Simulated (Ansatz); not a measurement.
# GdO: the cost of one run

Computed with Ansatz 0.2.0 (DFT r²SCAN, scalar-relativistic, plane waves, PAW (the target; the first runs use scalar-relativistic PBE), unless a step's input says otherwise).

### Step 1. Starting point

The structure is cubic, space group Pm-3m (No. 221). The conventional cell has a = 2.783 Å, b = 2.783 Å, c = 2.783 Å, α = 90.00°, β = 90.00°, γ = 90.00°. Gd (site symmetry m-3m) has 8 O at 2.41 Å in its first shell of neighbours. O (site symmetry m-3m) is surrounded by 8 Gd at 2.41 Å.

Structure file:

```
Gd O
1.0
     2.78338    0.00000    0.00000
     0.00000    2.78338    0.00000
     0.00000    0.00000    2.78338
Gd O
1 1
Direct
  0.00000 0.00000 0.00000
  0.50000 0.50000 0.50000
```

The moments start at Gd 7.00 μB.

### Step 2. The first run (PBE, 8×8×8 mesh)

input.yaml

```yaml
crystal:
  lattice:
    - [2.7833802444, 0.0, 0.0]
    - [0.0, 2.7833802444, 0.0]
    - [0.0, 0.0, 2.7833802444]
  atoms:
    - { symbol: Gd, position: [0.0, 0.0, 0.0], spin: 7.0 }
    - { symbol: O, position: [0.5, 0.5, 0.5] }
basis:
  ecutwfc: 420
  ecutrho_ratio: 4
kpoints:
  mp_grid: { grid: [8, 8, 8] }
hamiltonian:
  xc: pbe
scf:
  occupations: { method: gaussian, width: 0.05 }
output:
  forces: true
  stress: true
  eigenvalues: true
  populations: true
magnetization:
  spin_polarized: true
```

The run is started by

```console
ansatz run input.yaml --threads 2 --pin off --max-ram 2662MiB --backend cpu --events-out ev --progress --plain --runs-dir out
```

What time and memory should one allow on 2 threads of Arm Neoverse V2, shared host?

About 2 s, with a peak of 0.34 GiB.
